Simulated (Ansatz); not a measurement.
# LiSi16: the cost of one run

All numbers below are computed with Ansatz 0.2.0 (DFT LDA, plane waves, PAW, scalar-relativistic, collinear spin).

**1. Starting point**

The cell holds 17 atoms (LiSi16): a = 7.679 Å, b = 7.679 Å, c = 7.679 Å, α = 60.00°, β = 60.00°, γ = 60.00°.

Its coordinates follow in the input file.

**2. Relaxing end A**

input.yaml

```yaml
crystal:
  lattice:
    - [0.0, 5.43, 5.43]
    - [5.43, 0.0, 5.43]
    - [5.43, 5.43, 0.0]
  atoms:
    - { symbol: Si, position: [0.0, 0.0, 0.0] }
    - { symbol: Si, position: [0.125, 0.125, 0.125] }
    - { symbol: Si, position: [0.0, 0.0, 0.5] }
    - { symbol: Si, position: [0.125, 0.125, 0.625] }
    - { symbol: Si, position: [0.0, 0.5, 0.0] }
    - { symbol: Si, position: [0.125, 0.625, 0.125] }
    - { symbol: Si, position: [0.0, 0.5, 0.5] }
    - { symbol: Si, position: [0.125, 0.625, 0.625] }
    - { symbol: Si, position: [0.5, 0.0, 0.0] }
    - { symbol: Si, position: [0.625, 0.125, 0.125] }
    - { symbol: Si, position: [0.5, 0.0, 0.5] }
    - { symbol: Si, position: [0.625, 0.125, 0.625] }
    - { symbol: Si, position: [0.5, 0.5, 0.0] }
    - { symbol: Si, position: [0.625, 0.625, 0.125] }
    - { symbol: Si, position: [0.5, 0.5, 0.5] }
    - { symbol: Si, position: [0.625, 0.625, 0.625] }
    - { symbol: Li, position: [0.8066018, 0.8158339, 0.5585272], spin: 1.0 }
magnetization:
  spin_polarized: true
basis:
  ecutwfc: 420.0
kpoints:
  mp_grid: { grid: [2, 2, 2] }
hamiltonian:
  xc: lda
scf:
  occupations: { method: gaussian, width: 0.05 }
  lower_state_search: "off"
relax:
  f_tol: 0.03
  max_steps: 60
  adjacent_minimum: "off"
output:
  write_density: true
  write_potential: true
  elf: true
  volumetric_format: npy
```

The run is started by

```bash
$ ansatz run input.yaml --threads 2 --pin off --max-ram 5120MiB --backend cpu --events-out ev --progress --plain --runs-dir out
```

**Question.** How long does this run take on 2 threads of Intel Xeon Platinum 8259CL at 2.50GHz (Skylake/Cascade Lake), shared host, and how much memory does it need?

About 68 s, with a peak of 0.74 GiB.
